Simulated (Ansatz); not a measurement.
The system is HPbNO4.

```
H Pb N O
1.0
     3.85404    0.14384    0.09012
    -0.25320    5.52698    0.16471
    -0.48197   -1.92720    5.72025
H Pb N O
1 1 1 4
Direct
  0.10913 0.65718 0.54463
  0.61029 0.52127 0.15100
  0.91580 0.96263 0.95867
  0.01384 0.13639 0.88084
  0.72398 0.01057 0.12858
  0.00389 0.73732 0.87043
  0.11927 0.59324 0.37651
```

The cell was built by a generator and needn't be a form met in nature.

Base run:

```yaml
Program: Ansatz 0.2.0
Functional: RPBE
Potentials_or_basis: all-electron LAPW, scalar-relativistic
Cutoff: 729 eV
Density_cutoff: 2916 eV
Basis_error_allowed: 0.002 eV/atom
k_mesh: 5 × 4 × 4
Occupations: fermi-dirac, width 0.05 eV
Spin: no spin polarisation
```

Its results: band gap on the k mesh 3.19 eV, indirect (least direct gap 3.27 eV); pressure 1.9 GPa; largest force 0.288 eV/Å.

The run is repeated on the same cell with these changes: functional from RPBE to PBEsol. What comes out?

Band gap on the k mesh 3.16 eV, indirect (least direct gap 3.23 eV); pressure -2.2 GPa; largest force 0.448 eV/Å.

PBEsol binds more tightly than RPBE, so the same cell stands under less pressure.

Caveats: spin-orbit coupling is left out, which as a rule narrows the gap of such compounds by several tenths of an eV.

A k mesh can miss the band edges.

Not every run made on this cell is shown here.
